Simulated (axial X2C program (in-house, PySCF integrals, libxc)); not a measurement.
# WTe⁻: EOM-EA-CCSD levels

Wanted for WTe⁻: EOM-EA-CCSD levels, at the two-component level.

Method: two-component X2C with atomic mean-field terms, W dyall-acv3z, Te dyall-acv3z; program: an in-house X2C program for linear molecules on PySCF integrals.

All values are calculated.

### 1 Set-up

Input file task.json:

```json
{"zs": [74, 52], "q": -1, "bas": ["dyall-acv3z", "dyall-acv3z"], "r0": 2.48, "eom": "ea", "thr": -1.0, "nmax": 92, "grid": [1, 0.96, 1.045, 0.92, 1.09, 1.15], "rq": 0}
```

Keys: zs atomic numbers; q charge; bas basis sets; r0 starting distance in Å; eom kind of EOM run; thr threshold in hartree for freezing inner shells (an s shell follows its p shell); nmax most natural virtual spinors; grid distances as factors.

The run is started by

```bash
$ python soeom.py task.json out
```

Further steps of the session: EOM-EA-CCSD at 2.493 Å.

Before running it: what results should come out? Wanted: next root led by one particle; T1 of the reference.

The runs gave:

```
                     quantity                            value
       lowest root at 2.493 Å                Ω = 1/2, 1.612 eV
next root led by one particle  Ω = 1/2, about 6450 cm⁻¹ higher
          T1 of the reference                            0.109
```

In words: The added electron is bound by 1.61 eV in a spinor of 26% W pσ, 24% W sσ, 16% W dπ. The closed-shell reference lies 1.04 eV above the lowest determinant found, so these energies count from an excited configuration. Errors of 0.1 to 0.3 eV are usual at this size, and roots led by higher excitations are left out, so the list is incomplete, and low states of that kind can be missing. T1 or the largest double amplitude of the reference is raised, which lowers the reliability.
